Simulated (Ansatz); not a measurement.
# PbS (Galena): the cost of one run

Program: Ansatz 0.2.0. Level of theory: DFT PBE, scalar-relativistic, plane waves, PAW. These are calculated values, not measurements.

The COD entry's cell or inner coordinates are ideal or old and differ from later refinements, so a difference from it is no clean test against experiment.

The runs add the D3(BJ) dispersion term to the functional named.

## 1. The starting structure

Symmetry: Fm-3m, No. 225, cubic system. The conventional cell has a = 5.934 Å, b = 5.934 Å, c = 5.934 Å, α = 90.00°, β = 90.00°, γ = 90.00°. Pb (site symmetry m-3m) is surrounded by 6 S at 2.97 Å. Around S (site symmetry m-3m) lie 6 Pb at 2.97 Å.

As a file:

```
Pb S
1.0
     0.00000    2.96713    2.96713
     2.96713    0.00000    2.96713
     2.96713    2.96713    0.00000
Pb S
1 1
Direct
  0.00000 0.00000 0.00000
  0.50000 0.50000 0.50000
```

An earlier run at PBE left this cell at 26.122 Å³/atom and 0.00 GPa (10×10×10 mesh).

## 2. Volume × 0.96

input.yaml

```yaml
crystal:
  lattice:
    - [0.0, 2.9270260985, 2.9270260985]
    - [2.9270260985, 0.0, 2.9270260985]
    - [2.9270260985, 2.9270260985, 0.0]
  atoms:
    - { symbol: Pb, position: [0.0, 0.0, 0.0] }
    - { symbol: S, position: [0.5, 0.5, 0.5] }
basis:
  ecutwfc: 420
  ecutrho_ratio: 4
kpoints:
  mp_grid: { grid: [10, 10, 10] }
hamiltonian:
  xc: pbe
  dispersion: d3bj
scf:
  occupations: { method: gaussian, width: 0.05 }
output:
  forces: true
  stress: true
  eigenvalues: true
```

Launch:

```bash
$ ansatz run input.yaml --threads 1 --pin off --max-ram 2560MiB --backend cpu --events-out ev --progress --plain --runs-dir out
```

Q: Estimate wall time and peak memory on 1 thread of Intel Xeon Platinum 8559C (Emerald Rapids), shared host.

About 1.4 s, with a peak of 0.46 GiB.
